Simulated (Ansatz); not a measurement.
This script makes an atomisation energy of C₂H₇SSi, SMILES C[SiH](C)[S] with Ansatz 0.2.0, Python API.

The script reads `c2h7ssi.xyz`:
```text
11

C    -0.90560    1.19570   -0.16140
Si   -0.42730   -0.53520   -0.14080
C     1.29070   -0.71790    0.42820
S    -0.51720   -1.33430   -2.11160
H    -0.31730    1.83100   -0.85290
H    -0.89470    1.69790    0.82530
H    -1.96150    1.34610   -0.51280
H    -1.28890   -1.28580    0.74450
H     2.02660   -0.16030   -0.16040
H     1.44060   -0.32440    1.48040
H     1.62000   -1.76980    0.48190
```

The script, `tae_c2h7ssi.py`:
```python
from collections import Counter
from dataclasses import dataclass

import ansatz as az


@dataclass
class RunConfig:
    basis: str = "def2-TZVPP"
    level: str = "mp2"


opts = RunConfig()


def energy_of(molecule, charge=0, unpaired=0):
    calc = (
        molecule.calculation()
        .basis(gaussian=opts.basis)
        .correlation(opts.level)
    )
    if charge:
        calc = calc.charge(charge)
    if unpaired:
        calc = calc.spin("collinear", total=unpaired)
    report = calc.run(threads=1, pin="off").report
    if report["published_state_doubts"]:
        print("  doubts:", report["published_state_doubts"])
    return report["free_energy_ev"]


def main() -> None:
    c2h7ssi = az.Crystal.molecule_from_extxyz("c2h7ssi.xyz")

    unpaired = {"C": 2, "Si": 2, "S": 2, "H": 1}
    counts = Counter(site.symbol for site in c2h7ssi.cartesian_sites)
    atom_energy = {s: energy_of(az.Crystal.molecule().atom(s, (0, 0, 0)), 0, unpaired[s]) for s in counts}
    whole = energy_of(c2h7ssi, 0, 1)
    for s, e in atom_energy.items():
        print(f"{s:2s} x{counts[s]}  {e:14.5f} eV")
    print(f"C2H7SSi: {whole:.5f} eV")
    split = sum(counts[s] * e for s, e in atom_energy.items()) - whole
    print(f"atomisation energy (no zero-point term): {23.060548 * split:.1f} kcal/mol, {split / sum(counts.values()):.3f} eV an atom")


if __name__ == "__main__":
    main()
```

What does it cost to take this molecule apart into atoms?

900.8 kcal/mol from the electronic energies, without the zero-point term.

What the script printed:

`python tae_c2h7ssi.py` gives:
```text
C  x2     -1027.46354 eV
Si x1     -7861.55665 eV
S  x1    -10819.75141 eV
H  x7       -13.60052 eV
C2H7SSi: -20870.49906 eV
atomisation energy (no zero-point term): 900.8 kcal/mol, 3.551 eV an atom
```

Total energies depend on the basis set; only differences at equal settings carry meaning. The geometry is a force-field or estimated start, not a minimum of this method, and the basis set is short of its limit. All parts are taken at fixed geometry, without zero-point energy. The species is open-shell (spin multiplicity 2). Finished in 74 s on 1 thread of Intel(R) Xeon(R) Platinum 8375C CPU @ 2.90GHz (Ice Lake), with other jobs on the host, peak memory 0.71 GiB.

(Lines on the test bed's own set-up are left out of the output.)
